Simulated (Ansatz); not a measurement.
# doublet C2H6LiN− at 5 levels

Aim: a comparison of 5 runs (UHF/STO-3G, UHF/3-21G, UHF/def2-SVPD, USVWN5/def2-SVPD, UMP2/def2-SVPD) of doublet C2H6LiN−. 

Program for the calculation: Ansatz 0.2.0.

46 further runs of the same task are left out: 2 that didn't finish, 44 set aside as unsound or not needed. Runs told in other sessions of the task aren't counted.

### Step 1. The system as given

C2H6LiN−: 10 atoms, total charge -1, spin state doublet. SMILES of the parent species: `[Li][N](C)C`. The shape is that of a PBE0-D4/def2-TZVP optimisation. That shape belongs to the parent species and isn't relaxed for this state.

Bond lengths: Li1–N2 1.737 Å, N2–C3 1.433 Å, N2–C4 1.433 Å, C3–H5 1.098 Å, C3–H6 1.109 Å, C3–H7 1.109 Å, C4–H8 1.098 Å, C4–H9 1.109 Å, C4–H10 1.109 Å. Some angles: Li1–N2–C3 125.4°, Li1–N2–C4 125.4°, C3–N2–C4 109.2°, N2–C3–H5 111.6°, N2–C3–H6 113.1°, N2–C3–H7 113.1°, N2–C4–H8 111.6°, N2–C4–H9 113.1°, N2–C4–H10 113.1°, H5–C3–H6 106.5°.

### Step 2. The energy at UHF/STO-3G (run 1)

Input file run.yaml:

```yaml
crystal:
  periodic: [false, false, false]
  atoms:
    - {symbol: Li, position_ang: [-1.785100, -0.986400, -1.208700]}
    - {symbol: N, position_ang: [-0.474200, -0.268400, -0.324500]}
    - {symbol: C, position_ang: [0.116700, 1.006300, -0.604200]}
    - {symbol: C, position_ang: [0.189400, -0.858100, 0.800000]}
    - {symbol: H, position_ang: [-0.364300, 1.495300, -1.462000]}
    - {symbol: H, position_ang: [0.043400, 1.715300, 0.245400]}
    - {symbol: H, position_ang: [1.197800, 0.941500, -0.843100]}
    - {symbol: H, position_ang: [-0.234300, -1.840000, 1.050100]}
    - {symbol: H, position_ang: [0.119600, -0.240700, 1.718700]}
    - {symbol: H, position_ang: [1.274100, -1.015900, 0.631200]}
basis:
  gaussian: {orbitals: STO-3G}
accuracy: high
magnetization: {spin_polarized: true, initial_magnetization: 1}
total_charge: -1
hamiltonian: {xc: hf}
output: {orbitals: {seedname: orbitals}}
```

Command:

```sh
$ ansatz run run.yaml --threads 1 --pin off --max-ram 2610MiB --events-out events.jsonl --progress --plain --runs-dir runs
```

The program printed:

```text
Warning: RAYON_NUM_THREADS=1 ignored (pool sized by the plan → 1); use --threads N
Functional definition: HF
  name "HF"
  exchange = exact_x
  correlation = 0
542 factors; integrals over basis functions are off by at most 3.3e-9 eV
mean field evaluation 1: about -3780.0192 eV, gradient 2.7e1 eV
mean field evaluation 2: about -3780.3801 eV, gradient 2.6e1 eV
mean field evaluation 4: about -3789.4740 eV, gradient 6.6e0 eV
mean field evaluation 8: about -3789.9394 eV, gradient 2.1e-1 eV
mean field evaluation 16: about -3789.9421 eV, gradient 1.7e-8 eV
mean field evaluation 32: about -3783.1954 eV, gradient 9.2e0 eV
mean field -3789.94205413 eV, -139.2778015742 hartree, gradient 1.7e-8 eV, S^2 0.758422; 0 other end points of the search recorded, 0 dependent functions left out
reference -3789.94205413 eV, -139.2778015742 hartree; 15, 14 occupied and 11, 12 virtual orbitals, 542 factors
Total energy: -3789.94205413 eV, -139.2778015742 hartree
```

Wall time 0.3 s (1 thread of Arm Neoverse V1, shared host).

### Step 3. The energy at UHF/3-21G (run 2)

Input file in.yaml:

```yaml
basis:
  gaussian:
    orbitals: 3-21G.json
crystal:
  periodic: [false, false, false]
  atoms:
    - {symbol: Li, position_ang: [-1.785100, -0.986400, -1.208700]}
    - {symbol: "N", position_ang: [-0.474200, -0.268400, -0.324500]}
    - {symbol: C, position_ang: [0.116700, 1.006300, -0.604200]}
    - {symbol: C, position_ang: [0.189400, -0.858100, 0.800000]}
    - {symbol: H, position_ang: [-0.364300, 1.495300, -1.462000]}
    - {symbol: H, position_ang: [0.043400, 1.715300, 0.245400]}
    - {symbol: H, position_ang: [1.197800, 0.941500, -0.843100]}
    - {symbol: H, position_ang: [-0.234300, -1.840000, 1.050100]}
    - {symbol: H, position_ang: [0.119600, -0.240700, 1.718700]}
    - {symbol: H, position_ang: [1.274100, -1.015900, 0.631200]}
total_charge: -1
magnetization:
  spin_polarized: true
  initial_magnetization: 1
hamiltonian:
  xc: hf
accuracy: high
output: {orbitals: {seedname: orbitals}}
```

The basis set 3-21G is read from a file made from the Basis Set Exchange's data (not shown).

Command:

```sh
$ ansatz run in.yaml --threads 1 --pin off --max-ram 2610MiB --events-out events.jsonl --progress --plain --runs-dir runs
```

The program printed:

```text
Warning: RAYON_NUM_THREADS=1 ignored (pool sized by the plan → 1); use --threads N
[... 4 set-up lines as earlier in the session ...]
1249 factors; integrals over basis functions are off by at most 3.3e-9 eV
mean field evaluation 1: about -3816.3767 eV, gradient 1.6e1 eV
mean field evaluation 2: about -3816.4017 eV, gradient 1.5e1 eV
mean field evaluation 4: about -3817.8992 eV, gradient 1.9e0 eV
mean field evaluation 8: about -3817.9289 eV, gradient 4.4e-3 eV
mean field evaluation 16: about -3815.4322 eV, gradient 9.6e0 eV
mean field evaluation 32: about -3817.8782 eV, gradient 1.9e0 eV
mean field -3817.92893606 eV, -140.3063005149 hartree, gradient 2.2e-8 eV, S^2 0.751328; 0 other end points of the search recorded, 0 dependent functions left out
reference -3817.92893606 eV, -140.3063005149 hartree; 15, 14 occupied and 33, 34 virtual orbitals, 1249 factors
Total energy: -3817.92893606 eV, -140.3063005149 hartree
```

It took 0.9 s on 1 thread of Arm Neoverse V1, shared host; peak memory 0.12 GiB.

### Step 4. A single-point energy at UHF/def2-SVPD (run 3)

Input file job.yaml:

```yaml
crystal:
  periodic: [false, false, false]
  atoms:
    - symbol: Li
      position_ang: [-1.785100, -0.986400, -1.208700]
    - symbol: "N"
      position_ang: [-0.474200, -0.268400, -0.324500]
    - symbol: C
      position_ang: [0.116700, 1.006300, -0.604200]
    - symbol: C
      position_ang: [0.189400, -0.858100, 0.800000]
    - symbol: H
      position_ang: [-0.364300, 1.495300, -1.462000]
    - symbol: H
      position_ang: [0.043400, 1.715300, 0.245400]
    - symbol: H
      position_ang: [1.197800, 0.941500, -0.843100]
    - symbol: H
      position_ang: [-0.234300, -1.840000, 1.050100]
    - symbol: H
      position_ang: [0.119600, -0.240700, 1.718700]
    - symbol: H
      position_ang: [1.274100, -1.015900, 0.631200]
basis:
  gaussian:
    orbitals: def2-SVPD
total_charge: -1
magnetization:
  spin_polarized: true
  initial_magnetization: 1
hamiltonian:
  xc: hf
accuracy: high
output: {orbitals: {seedname: orbitals}}
```

Command:

```sh
$ ansatz run job.yaml --threads 1 --pin off --max-ram 2610MiB --events-out events.jsonl --progress --plain --runs-dir runs
```

The program printed:

```text
Warning: RAYON_NUM_THREADS=1 ignored (pool sized by the plan → 1); use --threads N
[... 4 set-up lines as earlier in the session ...]
2605 factors; integrals over basis functions are off by at most 3.3e-9 eV
mean field evaluation 1: about -3834.9524 eV, gradient 1.7e1 eV
mean field evaluation 2: about -3835.0684 eV, gradient 1.7e1 eV
mean field evaluation 4: about -3836.9543 eV, gradient 2.7e0 eV
mean field evaluation 8: about -3837.0157 eV, gradient 7.9e-3 eV
mean field evaluation 16: about -3837.0164 eV, gradient 4.4e-8 eV
mean field evaluation 32: about -3835.0406 eV, gradient 6.7e0 eV
mean field evaluation 64: about -3834.8780 eV, gradient 2.4e0 eV
mean field -3837.01643778 eV, -141.0077532654 hartree, gradient 5.0e-8 eV, S^2 0.750540; 0 other end points of the search recorded, 0 dependent functions left out
reference -3837.01643778 eV, -141.0077532654 hartree; 15, 14 occupied and 105, 106 virtual orbitals, 2605 factors
Total energy: -3837.01643778 eV, -141.0077532654 hartree
```

It took 14 s on 1 thread of Arm Neoverse V1, shared host; peak memory 0.46 GiB.

Run 4 isn't shown in full; the table further down has it.

### Step 5. A single-point energy at UMP2/def2-SVPD (run 5)

Input file input.yaml:

```yaml
basis:
  gaussian:
    orbitals: def2-SVPD
crystal:
  periodic: [false, false, false]
  atoms:
    - {symbol: Li, position_ang: [-1.785100, -0.986400, -1.208700]}
    - {symbol: N, position_ang: [-0.474200, -0.268400, -0.324500]}
    - {symbol: C, position_ang: [0.116700, 1.006300, -0.604200]}
    - {symbol: C, position_ang: [0.189400, -0.858100, 0.800000]}
    - {symbol: H, position_ang: [-0.364300, 1.495300, -1.462000]}
    - {symbol: H, position_ang: [0.043400, 1.715300, 0.245400]}
    - {symbol: H, position_ang: [1.197800, 0.941500, -0.843100]}
    - {symbol: H, position_ang: [-0.234300, -1.840000, 1.050100]}
    - {symbol: H, position_ang: [0.119600, -0.240700, 1.718700]}
    - {symbol: H, position_ang: [1.274100, -1.015900, 0.631200]}
accuracy: high
total_charge: -1
magnetization:
  spin_polarized: true
  initial_magnetization: 1
correlation:
  method: mp2
  frozen_orbitals: {C: 1, H: 0, Li: 0, "N": 1}
```

Command:

```sh
$ ansatz run input.yaml --threads 1 --pin off --max-ram 2610MiB --events-out events.jsonl --progress --plain --runs-dir runs
```

The program printed, shortened:

```text
Warning: RAYON_NUM_THREADS=1 ignored (pool sized by the plan → 1); use --threads N
[... 2 set-up lines as earlier in the session ...]
[...]
2605 factors; integrals over basis functions are off by at most 3.3e-9 eV
[...]
mean field -3837.01643778 eV, -141.0077532654 hartree, gradient 5.0e-8 eV, S^2 0.750540; 5 other end points of the search recorded, 0 dependent functions left out
3 core orbitals not correlated: weight in the atoms' cores, before any rotation towards them, 1.000 or more for the frozen orbitals, at most 0.000 for the correlated occupied ones
reference -3837.01643778 eV, -141.0077532654 hartree; 12, 11 occupied and 105, 106 virtual orbitals, 2605 factors
second order -13.83765268 eV of doubles, -0.00000000 eV of singles
Total energy: -3850.85409046 eV, -141.5162776219 hartree
```

Run time: 14 s. Hardware: 1 thread of Arm Neoverse V1, shared host; peak memory 0.46 GiB.

### Step 6. All runs side by side

| run | level | frozen core orbitals | energy (Eh) | HOMO energy (eV) | LUMO energy (eV) | ⟨S²⟩ | wall time |
| --- | --- | --- | --- | --- | --- | --- | --- |
| 1 | UHF/STO-3G | – | -139.277802 | 1.92 | 10.93 | 0.758 | 0.3 s |
| 2 | UHF/3-21G | – | -140.306301 | -0.03 | 4.96 | 0.751 | 0.9 s |
| 3 | UHF/def2-SVPD | – | -141.007753 | -0.23 | 4.25 | 0.751 | 14 s |
| 4 | USVWN5/def2-SVPD | – | -140.654694 | 1.39 | 2.03 | 0.751 | 14 s |
| 5 | UMP2/def2-SVPD | 3 | -141.516278 | – | – | 0.751 | 14 s |

### Step 7. What came out

| quantity | value |
| --- | --- |
| run 5: total energy | -141.51628 Eh |
| run 5: correlation energy (3 core orbitals frozen) | -508.5 mEh |
| run 5: ⟨S²⟩ of the reference determinant | 0.751 |

In words: In runs 1, 4 the HOMO lies above zero, from self-interaction, a short basis or an electron that isn't bound. In run 1 the basis is minimal, so the values are rough. All runs together took 43 s, the longest 14 s.
